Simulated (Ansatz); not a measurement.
What does this script print? It uses the Python package of Ansatz (0.2.0).

`torsion_f3gehs.py`
```python
import ansatz as az
from ase import Atoms

BASIS = 'def2-SVP'
FUNCTIONAL = 'pbe'
FORCE_TOL = 0.02


def main() -> None:
    atoms = Atoms(['F', 'Ge', 'F', 'F', 'S', 'H'], positions=[
        [-0.7919, -1.0333, 1.3624],
        [0.2498, -0.4399, 0.0917],
        [1.8693, -0.8613, 0.5081],
        [-0.0974, -1.1917, -1.4332],
        [0.0909, 1.7607, -0.1345],
        [-1.2786, 1.7015, -0.4408],
    ])

    first = (
        az.Crystal.molecule_from_ase(atoms).calculation()
        .basis(gaussian=BASIS)
        .functional(FUNCTIONAL)
        .relax(force_tolerance=FORCE_TOL, max_steps=80)
    )
    atoms.positions = first.run(threads=1, pin='off').report['positions_ang']

    start = atoms.get_dihedral(0, 1, 4, 5)
    energies = {}
    for turn in range(0, 360, 40):
        turned = atoms.copy()
        turned.set_dihedral(0, 1, 4, 5, start + turn, indices=[4, 5])
        base = az.Crystal.molecule_from_ase(turned).calculation().basis(gaussian=BASIS).functional(FUNCTIONAL)
        energies[round((start + turn) % 360)] = base.run(threads=1, pin='off').report['free_energy_ev']
    floor = min(energies.values())
    print('dihedral F0-Ge1-S4-H5 (deg)   E - E(min) (kcal/mol)')
    for angle, e in sorted(energies.items()):
        print(f'{angle:8d} {23.060548 * (e - floor):14.3f}  ' + '#' * int(30 * (e - floor) / max(max(energies.values()) - floor, 1e-9)))


if __name__ == '__main__':
    main()
```

```console
$ python torsion_f3gehs.py
dihedral F0-Ge1-S4-H5 (deg)   E - E(min) (kcal/mol)
      22          0.510  ##############################
      62          0.436  #########################
     102          0.098  #####
     142          0.099  #####
     182          0.431  #########################
     222          0.506  #############################
     262          0.206  ############
     302          0.000
     342          0.207  ############
```

The scan is rigid and the energies are electronic, in a modest basis. With rigid groups the curve can differ much from the relaxed path, the start wasn't checked as a minimum of this torsion, and equivalent turns needn't return to the same energy. Finished in 32 s on 1 thread of Intel(R) Xeon(R) Platinum 8375C CPU @ 2.90GHz (Ice Lake) (shared host), peak memory 0.22 GiB.

(Lines on the test bed's own set-up are left out of the output.)
